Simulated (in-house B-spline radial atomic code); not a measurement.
# Ar²⁺: ionisation energy by several methods

One table from this session's results is given with a row withheld; the runs are named, their logs left out.

The numbers are computed with in-house B-spline radial atomic code version 1 (scalar-relativistic (X2C), several functionals, spin-polarised; spherical all-electron atom at the radial basis limit), except any that are marked as measured or tabulated.

## Starting point

```
element       : argon (Z = 18)
charge        : +2
electrons     : 16
configuration : [Ne] 3s2 3p4
nucleus       : Fermi, rms radius 3.427 fm
```

The outer shells:

[Ne] 3s2 3p4
```
[Ne] core
3s [↑↓]
3p [↑↓][↑ ][↑ ]
```

Where spins are not typed, each open shell is filled with up spins first.

Set-up of the first run:

The run's settings:

```ini
Z = 18
electrons = 16.0
configuration = [Ne] 3s2 3p4
hamiltonian = x2c
method = b88,p86
spin_polarised = True
nucleus = fermi
rms_radius = 3.4274
mass_number = 40
atomic_mass = 39.96238312204
speed_of_light = 137.035999084
```

Steps of the session up to this table: BP86, a GGA; PW91, a GGA; BLYP, a GGA; LDA (VWN5); revTPSS, a meta-GGA; SCAN, a meta-GGA; TPSS, a meta-GGA; LDA (PW92); Hartree-Fock.

One table of the session follows, with a row left open; its other results are not shown here.

| method | ΔSCF (eV) |
| --- | --- |
| LDA (VWN5) | 40.830 |
| LDA (PW92) | 40.833 |
| BP86 | 40.692 |
| PW91 | ? |
| BLYP | 40.534 |
| revTPSS | 40.334 |
| SCAN | 40.147 |
| TPSS | 40.397 |
| Hartree-Fock | 39.152 |

Q: Estimate the row for PW91 from the others.

**Answer.** ΔSCF (eV): 40.598. In the column «ΔSCF (eV)» it lies between BLYP (40.534) and BP86 (40.692).

Members of this set that are not shown: 12 used exact exchange with fractional occupations of an open shell, which is unsound here.
